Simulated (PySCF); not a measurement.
# C6H10Se: the cost of one run

Programs: PySCF 2.14.0, with routines of our own; each step states its level. All values are computed. Atoms count from 0.

### 1 The system as given

17 atoms, charge 0, multiplicity 1; geometry from: GFN2-xTB.

### 2 Magnetic properties: GIAO KT3/pcSseg-1

What the job is given:

```
{"job": {"kind": "mag", "xc": "KT3", "basis": "pcSseg-1", "isotopologues": 2}, "charge": 0, "multiplicity": 1}
C      0.232138     1.804808    -0.031026
C     -0.052622     0.513146     0.089574
Se     1.320602    -0.831853     0.232418
C      2.934827     0.241287     0.092974
C     -1.440834     0.011973     0.122927
C     -1.820938    -1.184574     0.951841
C     -1.814257    -1.288897    -0.535626
H     -0.556547     2.534950    -0.109073
H      1.234556     2.191620    -0.056985
H      2.950197     0.761628    -0.861540
H      3.769513    -0.453335     0.148852
H      2.981604     0.941841     0.923108
H     -2.170349     0.811731     0.062898
H     -2.767262    -1.159914     1.470183
H     -1.032090    -1.685336     1.496631
H     -1.019844    -1.858876    -0.997553
H     -2.755693    -1.338168    -1.061127
```

With the program's defaults for keys left out, this is: GIAO KT3/pcSseg-1 magnetisability, rotational g tensor and spin-rotation constants, non-relativistic, gas phase.

Command:

```
$ OMP_NUM_THREADS=1 python excited_run.py task.json out
```

One launch serves the whole session: the jobs run in the order shown.

**Question.** How long does this first job take on 1 thread of Arm Neoverse V2, shared host, and how much memory does it need?

About 47 s, with a peak of 0.76 GiB.
